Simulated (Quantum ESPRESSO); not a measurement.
# SiNi3 under changes of volume

One of the cells (11.109 Å³/atom); the others are scaled copies at fixed shape and fractional positions:

```xyz
4
Lattice="3.5420 0.0000 0.0000 0.0000 3.5420 0.0000 0.0000 0.0000 3.5420" Properties=species:S:1:pos:R:3 pbc="T T T"
Ni    1.7710    1.7710    0.0000
Ni    1.7710    0.0000    1.7710
Ni    0.0000    1.7710    1.7710
Si    0.0000    0.0000    0.0000
```

- Program: Quantum ESPRESSO 7.5
- Functional: PBEsol
- Potentials or basis: GBRV 1.5 PBEsol
- Cutoff: 612 eV
- Density cutoff: 4898 eV
- k mesh: 8 × 8 × 8
- Occupations: fermi-dirac, width 0.05 eV
- Spin: collinear spin, ferromagnetic start
- Starting moments: [1.0, 1.0, 1.0, 0.0] μB

| volume (Å³/atom) | energy over the lowest point (meV/atom) | pressure (GPa) |
| --- | --- | --- |
| 10.443 | 0.00 | -1.7 |
| 10.665 | 5.44 | -6.5 |
| 10.887 | 16.97 | -10.6 |
| 11.109 | ? | ? |
| 11.331 | 55.50 | -17.4 |
| 11.554 | 81.32 | -20.2 |
| 11.776 | 110.84 | -22.7 |

Question: What does the run at 11.109 Å³/atom give?

Answer: Energy over the lowest point 33.87 meV/atom; pressure -14.2 GPa.

Worked out: A Birch-Murnaghan fit of order 3 (a polynomial in V^(-2/3)) to the other rows has its minimum at 10.37 Å³/atom, just outside them, with B0 = V·E''(V) = 241 GPa and B' = 4.8. It gives 33.86 meV/atom at 11.109 Å³/atom, against the run's 33.87, and -dE/dV = -14.0 GPa, against -14.2.

Energies are extrapolated to zero smearing.
